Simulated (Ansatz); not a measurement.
# C₄H₉Cl₃SiTe: one species, many methods

Aim: compute C₄H₉Cl₃SiTe with functionals from several rungs and with coupled cluster. The yardstick is the atomisation energy at the CCSD(T) limit.

Method: functionals in def2-TZVPP, the program's frozen cores in correlated methods; program: Ansatz 0.2.0, Gaussian basis.

Plan: LDA (SPW92), PBE-D4, revPBE-D4, BLYP-D4, r2SCAN-D4, B97M-V, PBE0-D4, B3LYP-D4, r2SCANh-D4, r2SCAN0-D4, HSE06-D4, BHLYP-D4, CAM-B3LYP-D4, LC-ωPBE, ωB97X-V, ωB97M-V, B2PLYP, PBE-QIDH; CCSD(T)/def2-SVP; CCSD(T)/def2-TZVPP; MP2/def2-QZVPP; extrapolation to the limit; RPA on PBE.

## Step 1: Structure used throughout

The geometry comes from an earlier relaxation with PBE0-D4 in a triple-zeta def2 set; it is a stationary point, not always the lowest conformer. Te takes the def2 core potential; no spin-orbit term is included.

18 atoms, charge 0, spin multiplicity 1.

Atoms are counted from 1 here; the program's logs count them from 0.

Bond lengths: C1–C2 1.520 Å, C1–H10 1.092 Å, C1–H11 1.096 Å, C1–H12 1.093 Å, C2–C3 1.516 Å, C2–C4 1.517 Å, C2–Te5 2.211 Å, C3–H13 1.091 Å, C3–H14 1.097 Å, C3–H15 1.091 Å, C4–H16 1.097 Å, C4–H17 1.091 Å, C4–H18 1.090 Å, Te5–Si6 2.455 Å, Si6–Cl7 2.047 Å, Si6–Cl8 2.040 Å, Si6–Cl9 2.045 Å. Angles: C2–C1–H10 111.9°, C2–C1–H11 108.8°, C2–C1–H12 112.1°, H10–C1–H11 107.9°, H10–C1–H12 108.5°, H11–C1–H12 107.5°, C1–C2–C3 110.8°, C1–C2–C4 110.9°, C1–C2–Te5 103.8°, C3–C2–C4 111.4°, C3–C2–Te5 110.7°, C4–C2–Te5 109.0°, C2–C3–H13 112.1°, C2–C3–H14 108.6°, C2–C3–H15 112.2°, H13–C3–H14 108.1°, H13–C3–H15 108.4°, H14–C3–H15 107.3° and more.

Coordinates:

```xyz
18

C    -0.5052   -1.2470   -1.7458
C    -0.3504   -0.3264   -0.5460
C    -0.3031   -1.1241    0.7420
C    -1.4560    0.7120   -0.5149
Te    1.5806    0.6884   -0.9066
Si    2.0835    1.5097    1.3514
Cl    0.5333    2.5184    2.2292
Cl    3.6626    2.7866    1.1557
Cl    2.6281    0.0557    2.6823
H     0.2799   -2.0048   -1.7812
H    -1.4696   -1.7631   -1.6730
H    -0.4990   -0.6957   -2.6895
H     0.5301   -1.8281    0.7582
H    -1.2341   -1.6970    0.8342
H    -0.2289   -0.4819    1.6213
H    -2.4194    0.2013   -0.3928
H    -1.4946    1.2885   -1.4408
H    -1.3378    1.4077    0.3163
```

## Step 2: LDA

This LDA is Slater exchange with PW92 correlation.

in.yaml

```yaml
crystal:
  periodic: [false, false, false]
  atoms:
    - {symbol: C, position_ang: [-0.505227, -1.246973, -1.745833]}
    - {symbol: C, position_ang: [-0.350443, -0.326430, -0.546004]}
    - {symbol: C, position_ang: [-0.303137, -1.124110, 0.742009]}
    - {symbol: C, position_ang: [-1.455983, 0.711996, -0.514901]}
    - {symbol: Te, position_ang: [1.580586, 0.688432, -0.906574]}
    - {symbol: Si, position_ang: [2.083492, 1.509654, 1.351371]}
    - {symbol: Cl, position_ang: [0.533256, 2.518368, 2.229193]}
    - {symbol: Cl, position_ang: [3.662589, 2.786578, 1.155715]}
    - {symbol: Cl, position_ang: [2.628108, 0.055686, 2.682257]}
    - {symbol: H, position_ang: [0.279943, -2.004778, -1.781158]}
    - {symbol: H, position_ang: [-1.469579, -1.763148, -1.673017]}
    - {symbol: H, position_ang: [-0.498992, -0.695673, -2.689527]}
    - {symbol: H, position_ang: [0.530115, -1.828070, 0.758216]}
    - {symbol: H, position_ang: [-1.234114, -1.697038, 0.834225]}
    - {symbol: H, position_ang: [-0.228874, -0.481946, 1.621278]}
    - {symbol: H, position_ang: [-2.419366, 0.201304, -0.392803]}
    - {symbol: H, position_ang: [-1.494589, 1.288459, -1.440751]}
    - {symbol: H, position_ang: [-1.337773, 1.407689, 0.316316]}
basis:
  gaussian: {orbitals: def2-TZVPP}
hamiltonian: {xc: lda}
output: {orbitals: {seedname: orbitals}}
```

After this run come: PBE-D4 (GGA); revPBE-D4 (GGA); BLYP-D4 (GGA); r2SCAN-D4 (meta-GGA); B97M-V (meta-GGA); PBE0-D4 (hybrid); B3LYP-D4 (hybrid); r2SCANh-D4 (hybrid); r2SCAN0-D4 (hybrid); HSE06-D4 (hybrid); BHLYP-D4 (hybrid); CAM-B3LYP-D4 (range-separated); LC-ωPBE (range-separated); ωB97X-V (range-separated); ωB97M-V (range-separated); B2PLYP (double hybrid); PBE-QIDH (double hybrid); CCSD(T) in def2-SVP; CCSD(T) in def2-TZVPP; MP2 in def2-QZVPP; RPA on PBE orbitals.

**Question.** What will the summary of the whole plan be? Wanted: atomisation energy, CCSD(T)/CBS; farthest beyond LDA; mean size of error, GGA; mean size of error, meta-GGA; mean size of error, hybrid; mean size of error, range-separated; mean size of error, double hybrid; gap, smallest and largest; T1 diagnostic.

**Answer**, as computed:

| quantity | value |
| --- | --- |
| atomisation energy, CCSD(T)/CBS | 6706.9 kJ/mol |
| functionals within 33.5 kJ/mol (0.5 %) | r2SCAN-D4, B97M-V, PBE0-D4, r2SCANh-D4, HSE06-D4, ωB97X-V, ωB97M-V, PBE-QIDH |
| farthest beyond LDA | BHLYP-D4 (-200.7 kJ/mol) |
| mean size of error, GGA | 79.0 kJ/mol |
| mean size of error, meta-GGA | 9.3 kJ/mol |
| mean size of error, hybrid | 68.3 kJ/mol |
| mean size of error, range-separated | 40.2 kJ/mol |
| mean size of error, double hybrid | 78.3 kJ/mol |
| gap, smallest and largest | 3.33 eV (LDA (SPW92)), 9.87 eV (LC-ωPBE) |
| T1 diagnostic | 0.0100 |
| triples share of the correlation energy | 3.9 % |

The LDA atomisation energy is off by 919.7 kJ/mol (14 %): it overbinds. PBE-D4 is off by +109.8 kJ/mol. Double hybrids carry the basis error of their MP2 part in triple zeta, and no dispersion term here, so their miss is partly the set-up's. By mean error the best rung here is meta-GGA (9.3 kJ/mol) and the worst beyond LDA is GGA (79.0 kJ/mol). Misses under about 33.5 kJ/mol are within the doubt on the reference itself, which lacks core-valence correlation, spin-orbit coupling and higher excitations. All levels share the lack of spin-orbit coupling, which lowers the free heavy atoms and so the true binding. Hartree-Fock recovers 74 % of the binding; the rest is correlation. CCSD(T) in def2-SVP is off by -406.8 kJ/mol, more than most functionals: a good method in a small basis is no reference. Orbital gaps span 3.3 to 9.9 eV; exact exchange widens them. Correlated methods include outer-core shells of Te, which these sets cover unevenly.
